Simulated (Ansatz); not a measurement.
# SiGe7: the cost of one run

Computed with Ansatz 0.2.0 (DFT PBEsol, scalar-relativistic, plane waves, PAW, unless a step's input says otherwise).

That is the level of the relaxation; later steps name their own.

## (1) The system as given

The structure is orthorhombic, space group Amm2 (No. 38). The conventional cell has a = 3.980 Å, b = 7.961 Å, c = 11.258 Å, α = 90.00°, β = 90.00°, γ = 90.00°. Si (site symmetry mm2) is surrounded by 4 Ge at 2.44 Å. Ge (site symmetry m) is surrounded by 4 Ge at 2.44 Å. Around Ge (site symmetry mm2) lie 4 Ge at 2.44 Å. Ge (site symmetry mm2) is surrounded by 2 Si at 2.44 Å and 2 Ge at 2.44 Å. Around Ge (site symmetry m) lie 1 Si at 2.44 Å and 3 Ge at 2.44 Å.

As a file:

```
Si Ge
1.0
     0.00000    5.62898   -5.62898
     5.62898    5.62898    0.00000
     5.62898    0.00000   -5.62898
Si Ge
2 14
Direct
  0.50000 0.00000 0.50000
  0.50000 0.50000 0.50000
  0.00000 0.00000 0.50000
  0.00000 0.50000 0.50000
  0.50000 0.00000 0.00000
  0.50000 0.50000 0.00000
  0.00000 0.00000 0.00000
  0.00000 0.50000 0.00000
  0.37500 0.37500 0.37500
  0.37500 0.87500 0.37500
  0.87500 0.37500 0.37500
  0.87500 0.87500 0.37500
  0.37500 0.37500 0.87500
  0.37500 0.87500 0.87500
  0.87500 0.37500 0.87500
  0.87500 0.87500 0.87500
```

(A quick probe on a coarse mesh, which set the mesh and smearing, is not shown.)

## (3) Relaxing cell and atoms

input.yaml reads:

```yaml
crystal:
  lattice:
    - [0.0, 5.6289825, -5.6289825]
    - [5.6289825, 5.6289825, 0.0]
    - [5.6289825, 0.0, -5.6289825]
  atoms:
    - { symbol: Si, position: [0.5, 0.0, 0.5] }
    - { symbol: Si, position: [0.5, 0.5, 0.5] }
    - { symbol: Ge, position: [0.0, 0.0, 0.5] }
    - { symbol: Ge, position: [0.0, 0.5, 0.5] }
    - { symbol: Ge, position: [0.5, 0.0, 0.0] }
    - { symbol: Ge, position: [0.5, 0.5, 0.0] }
    - { symbol: Ge, position: [0.0, 0.0, 0.0] }
    - { symbol: Ge, position: [0.0, 0.5, 0.0] }
    - { symbol: Ge, position: [0.375, 0.375, 0.375] }
    - { symbol: Ge, position: [0.375, 0.875, 0.375] }
    - { symbol: Ge, position: [0.875, 0.375, 0.375] }
    - { symbol: Ge, position: [0.875, 0.875, 0.375] }
    - { symbol: Ge, position: [0.375, 0.375, 0.875] }
    - { symbol: Ge, position: [0.375, 0.875, 0.875] }
    - { symbol: Ge, position: [0.875, 0.375, 0.875] }
    - { symbol: Ge, position: [0.875, 0.875, 0.875] }
basis:
  ecutwfc: 420
kpoints:
  mp_grid: { grid: [6, 6, 6] }
hamiltonian:
  xc: pbesol
scf:
  occupations: { method: gaussian, width: 0.01 }
output:
  forces: true
  stress: true
  eigenvalues: true
  write_density: true
  write_potential: true
  elf: true
  volumetric_format: npy
relax:
  adjacent_minimum: "off"
  f_tol: 0.005
  max_steps: 80
  cell: { stress_tol: 0.05 }
```

Command:

```
> ansatz run input.yaml --threads 4 --pin off --max-ram 10240MiB --backend cpu --events-out ev --progress --plain --runs-dir out
```

What time and memory should one allow on 4 threads of Intel Xeon at 2.70GHz, shared host?

About 4.8 min, with a peak of 2.2 GiB.
